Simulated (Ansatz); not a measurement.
## VIr3, space group Pm-3m: a single point, step by step

Computed with Ansatz 0.2.0, Python API.

Input file `vir3.xyz`:
```text
4
Lattice="3.812 0.0 0.0 0.0 3.812 0.0 0.0 0.0 3.812" Properties=species:S:1:pos:R:3:initial_magmoms:R:1 pbc="T T T"
V     0.00000000    0.00000000    0.00000000  1.00
Ir    0.00000000    1.90600000    1.90600000  0.00
Ir    1.90600000    0.00000000    1.90600000  0.00
Ir    1.90600000    1.90600000    0.00000000  0.00
```

At the Python prompt:
```pycon
>>> import ansatz as az
>>> import numpy as np
>>> xtal = az.Crystal.from_extxyz("vir3.xyz")
>>> xtal.resolved().sites[-1]
Site(symbol='Ir', position=(0.5, 0.5, 0.0), moment=0.0, axis=None, held=None, saved=None)
>>> # the calculation
>>> model = (
...     xtal.calculation()
...     .kpoints(6, 6, 6)
...     .functional("pbesol", dispersion="d3bj")
...     .occupations(az.OccupationsMethod.METHFESSEL_PAXTON, width=0.1)
...     .spin(az.SpinTreatment.COLLINEAR)
...     .pseudopotentials("paw")
...     .density()
...     .band_table()
... )
>>> history = []
>>> res = model.session().plan().execute(on_event=lambda event: history.append(event["data"]["dr2_ev"]) if event["event"] == "scf_iter" else None)
DeckWarning: basis.ecutwfc = 420 eV, auto-derived from the records' recommended cutoffs: set by V (normal level)
RunWarning: the starting moments were not kept: the SCF closed with an absolute magnetisation of 1.9e-5 μB, where they sum to 1 μB in size (1 site). That is at most 0.1 of that sum. Measured as dr2_m [...]
>>> report = res.report
>>> report["converged"], report["free_energy_ev"]
(True, -38287.166252231495)
>>> print("density residual by iteration (eV):", " ".join(f"{value:.1e}" for value in history[:40]))
density residual by iteration (eV): 3.2e+00 1.6e+00 6.9e-02 1.1e-02 6.3e-03 1.2e-04 1.4e-04 6.2e-05 8.8e-04 1.4e-05 9.9e-08 7.2e-08 1.9e-08 1.0e-09 8.9e-11
>>> print(f"free energy      {report['free_energy_ev']:.5f} eV")
free energy      -38287.16625 eV
>>> print(f"per atom         {report['free_energy_ev'] / len(res.lattice.sites):.5f} eV")
per atom         -9571.79156 eV
>>> print(f"SCF iterations   {report['n_iterations']}  (converged: {report['converged']})")
SCF iterations   15  (converged: True)
>>> rho = res.density()
>>> up, down = (channel.density_e_per_ang3 for channel in rho.channels)
>>> voxel = rho.cell_volume_ang3 / up.size
>>> print([str(channel.component) for channel in rho.channels], rho.dims)
['up', 'down'] (27, 27, 27)
>>> print(f"integral of up - down {np.sum(up - down) * voxel:.4f}, of its modulus {np.sum(np.abs(up - down)) * voxel:.4f} muB on the grid")
integral of up - down 0.0000, of its modulus 0.0000 muB on the grid
>>> print(f"spin density from {np.min(up - down):.4f} to {np.max(up - down):.4f} e/A^3")
spin density from -0.0000 to 0.0000 e/A^3
>>> for term in (az.EnergyTerm.SMEARING, az.EnergyTerm.DISPERSION):
...     print(f"F without {term.name.lower()}: {az.free_energy_without(report, term):.5f} eV")
...
F without smearing: -38287.16687 eV
F without dispersion: -38284.34973 eV
>>> print("band  energy (eV)  occupation, at k =", report["kpoints_frac"][0])
band  energy (eV)  occupation, at k = [0.0, 0.0, 0.0]
>>> for band, (e, occ) in enumerate(zip(report["eigenvalues_ev"][0], report["occupations"][0]), start=1):
...     print(f"{band:4d} {e:12.4f} {occ:9.4f}")
...
   1     -68.9333    1.0000
   2     -68.8604    1.0000
   3     -68.8604    1.0000
   4     -40.9947    1.0000
   5     -26.0488    1.0000
   6     -26.0488    1.0000
   7     -26.0488    1.0000
   8     -25.6816    1.0000
   9     -25.6816    1.0000
  10     -25.6816    1.0000
  11     -25.4777    1.0000
  12     -25.4777    1.0000
  13     -25.4777    1.0000
  14     -14.9201    1.0000
  15     -14.9201    1.0000
  16     -14.9201    1.0000
  17      13.3670    1.0000
  18      16.1878    1.0000
  19      16.8114    1.0000
  20      16.8114    1.0000
  21      17.1155    1.0000
  22      17.1155    1.0000
  23      17.1155    1.0000
  24      20.8433    1.0000
  25      20.8433    1.0000
  26      20.8433    1.0000
  27      23.2709    1.0000
  28      23.2709    1.0000
  29      24.9463   -0.0000
  30      25.4424   -0.0000
  31      25.4424   -0.0000
  32      25.5706   -0.0000
  33      25.5706   -0.0000
  34      25.5706   -0.0000
  35      25.8708   -0.0000
  36      25.8708   -0.0000
  37      25.8708   -0.0000
  38      25.9661   -0.0000
  39      25.9661   -0.0000
```

What to keep in mind:
- Total energies depend on the potentials; only differences at equal settings carry meaning.
- The SCF didn't keep the moments it started from (some shrank, vanished or turned); what is printed is the state reached.
- The computed bands are complete only to about 1.9 eV above the Fermi level.
- Dispersion corrections can be off by several per cent in the lattices of metals, and by several GPa in the pressure at a fixed cell.
- The levels shown are those of the first spin channel.
- For a metal this k-point mesh is coarse: on a finer one energies can move by several to tens of meV an atom and pressures by half a GPa or more, differences at one mesh by less.
- The fields are valence quantities on the plane-wave grid; their values near the nuclei depend on the potentials.
- The structure is a deposited one; some such entries were measured under pressure or heat, so a shift against it needn't be the functional's error alone.
- Levels are Kohn-Sham eigenvalues on this mesh, without spin-orbit coupling.
- Warnings are shown shortened and without file and line.
- It ran for 8.3 s on 1 thread of Arm Neoverse V2, on a shared host, peak memory 0.46 GiB.

(Lines on the test bed's own set-up are left out of the output.)
